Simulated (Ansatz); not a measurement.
**COSeSi (SMILES c1[se]o[si]#1): functionals against CCSD(T) at one geometry**

The atoms stand at a structure displaced at random from a GFN2-xTB minimum. How far do the functionals agree with CCSD(T) there?

Computed with Ansatz 0.2.0, Gaussian basis. Level: single points in def2-TZVPP.

Correlated methods freeze the cores. Filled d shells of the heavier atoms are correlated.

**1. The system as given**

SMILES `c1[se]o[si]#1`, 4 atoms, charge 0, spin multiplicity 1.

Atoms are counted from 1 here; the program's logs count them from 0.

Bond lengths: C1–Se2 1.943 Å, C1–Si4 1.896 Å, Se2–O3 1.736 Å, O3–Si4 1.832 Å. Angles: Se2–C1–Si4 85.9°, C1–Se2–O3 88.6°, Se2–O3–Si4 94.3°, C1–Si4–O3 87.3°.

Geometry (Å):

```csv
atom,x (Å),y (Å),z (Å)
C1,-0.91990,0.91800,-0.60980
Se2,0.47940,0.90710,0.73850
O3,0.54620,-0.82140,0.59350
Si4,-0.38780,-0.86390,-0.98170
```

**2. CCSD(T)/def2-TZVPP**

File run/in.yaml:

```yaml
crystal:
  periodic: [false, false, false]
  atoms:
    - {symbol: C, position_ang: [-0.919900, 0.918000, -0.609800]}
    - {symbol: Se, position_ang: [0.479400, 0.907100, 0.738500]}
    - {symbol: O, position_ang: [0.546200, -0.821400, 0.593500]}
    - {symbol: Si, position_ang: [-0.387800, -0.863900, -0.981700]}
basis:
  gaussian: {orbitals: def2-TZVPP}
correlation: {method: ccsd_t}
output: {forces: true}
```

No record of the launch command was kept for these runs.

**3. PBE0-D4/def2-TZVPP**

run/in.yaml, as its differences from that of step 2:

```diff
@@ -9,3 +9,3 @@
   gaussian: {orbitals: def2-TZVPP}
-correlation: {method: ccsd_t}
-output: {forces: true}
+hamiltonian: {xc: pbe0, dispersion: d4}
+output: {forces: true, orbitals: {seedname: orbitals}}
```

**4. wB97M-V/def2-TZVPP**

run/in.yaml, as its differences from that of step 3:

```diff
@@ -9,3 +9,3 @@
   gaussian: {orbitals: def2-TZVPP}
-hamiltonian: {xc: pbe0, dispersion: d4}
-output: {forces: true, orbitals: {seedname: orbitals}}
+hamiltonian: {xc: {name: wB97M-V}}
+output: {forces: true}
```

**5. r2SCAN-D4/def2-TZVPP**

run/in.yaml, as its differences from that of step 4:

```diff
@@ -9,3 +9,3 @@
   gaussian: {orbitals: def2-TZVPP}
-hamiltonian: {xc: {name: wB97M-V}}
+hamiltonian: {xc: r2scan, dispersion: d4}
 output: {forces: true}
```

**6. PBE-D4/def2-TZVPP**

run/in.yaml, as its differences from that of step 5:

```diff
@@ -9,3 +9,3 @@
   gaussian: {orbitals: def2-TZVPP}
-hamiltonian: {xc: r2scan, dispersion: d4}
+hamiltonian: {xc: pbe, dispersion: d4}
 output: {forces: true}
```

**7. r2SCANh-D4/def2-TZVPP**

run/in.yaml, as its differences from that of step 6:

```diff
@@ -9,3 +9,3 @@
   gaussian: {orbitals: def2-TZVPP}
-hamiltonian: {xc: pbe, dispersion: d4}
+hamiltonian: {xc: {name: r2SCANh}, dispersion: d4}
 output: {forces: true}
```

**8. r2SCAN0-D4/def2-TZVPP**

run/in.yaml, as its differences from that of step 7:

```diff
@@ -9,3 +9,3 @@
   gaussian: {orbitals: def2-TZVPP}
-hamiltonian: {xc: {name: r2SCANh}, dispersion: d4}
+hamiltonian: {xc: {name: r2SCAN0}, dispersion: d4}
 output: {forces: true}
```

(Steps that only read results are left out.)

**Question.** What will these runs give? Wanted: energy less free atoms, CCSD(T)/def2-TZVPP; RMS force component; RMS force error; HOMO and LUMO, PBE0-D4; T1 diagnostic.

As calculated:

| quantity | value |
| --- | --- |
| energy less free atoms, CCSD(T)/def2-TZVPP | -11.868 eV |
| RMS force component | 1.659 to 1.791 eV/Å over the methods |
| RMS force error | PBE0-D4 0.195, wB97M-V 0.241, r2SCAN-D4 0.172, PBE-D4 0.323, r2SCANh-D4 0.192, r2SCAN0-D4 0.328 eV/Å |
| HOMO and LUMO, PBE0-D4 | -6.42 and -4.22 eV |
| T1 diagnostic | 0.035 |

**Reading.** Against CCSD(T) the functionals' energies less atoms differ by -1.698 to +0.281 eV, PBE-D4 by -1.698 eV. A larger basis would deepen the CCSD(T) value, while the functionals are nearly converged already, so the order here is not reliable. For forces r2SCAN-D4 does best and r2SCAN0-D4 worst. Frozen-core CCSD(T) forces in triple zeta carry basis errors of their own, and this is one geometry, so small gaps rank nothing. The T1 diagnostic is large here, over the usual mark for main-group molecules (transition-metal compounds often pass it harmlessly), so CCSD(T) itself may be off. The restricted Hartree–Fock reference is unstable towards an unrestricted one at one or more of these structures.
